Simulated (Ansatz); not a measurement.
# PtS2: the cost of one run

Method: DFT LDA, frozen-core PAW, scalar-relativistic unless said, in Ansatz 0.2.0.

### Step 1. The starting structure

The structure is trigonal, space group P-3m1 (No. 164). The conventional cell has a = 3.543 Å, b = 3.543 Å, c = 5.039 Å, α = 90.00°, β = 90.00°, γ = 120.00°. Pt (site symmetry -3m) has 6 S at 2.34 Å in its first shell of neighbours. S (site symmetry 3m) is surrounded by 3 Pt at 2.34 Å.

Structure file:

```xyz
3
Lattice="3.5432 0.0000 0.0000 -1.7716 3.0685 0.0000 0.0000 0.0000 5.0388" Properties=species:S:1:pos:R:3 pbc="T T T"
Pt    0.0000    0.0000    0.0000
S     0.0000    2.0457    1.1438
S     1.7716    1.0228    3.8950
```

Cartesian axes are those of the input's lattice vectors. The structure goes back to a database entry.

### Step 2. Cell and atoms relaxed, PAW

Contents of input.yaml:

```yaml
crystal:
  lattice:
    - [3.5432, 0.0, 0.0]
    - [-1.7716, 3.06850121069, 0.0]
    - [0.0, 0.0, 5.0388]
  atoms:
    - { symbol: Pt, position: [0.0, 0.0, 0.0] }
    - { symbol: S, position: [0.333333333333, 0.666666666667, 0.227] }
    - { symbol: S, position: [0.666666666667, 0.333333333333, 0.773] }
kpoints:
  mp_grid: { grid: [10, 10, 8] }
scf:
  occupations: { method: fermi_dirac, width: 0.05 }
hamiltonian:
  xc: lda
  pseudopotentials: { kind: paw }
relax:
  f_tol: 0.002
  max_steps: 80
  cell: {}
output:
  forces: true
  stress: true
```

Launch:

```bash
> ansatz run input.yaml --threads 2 --pin off --max-ram 6144MiB --backend cpu --events-out ev --progress --plain --runs-dir out
```

**Question.** How long does this run take on 2 threads of Intel Xeon Platinum 8259CL at 2.50GHz (Skylake/Cascade Lake), shared host, and how much memory does it need?

About 23 s, with a peak of 0.45 GiB.
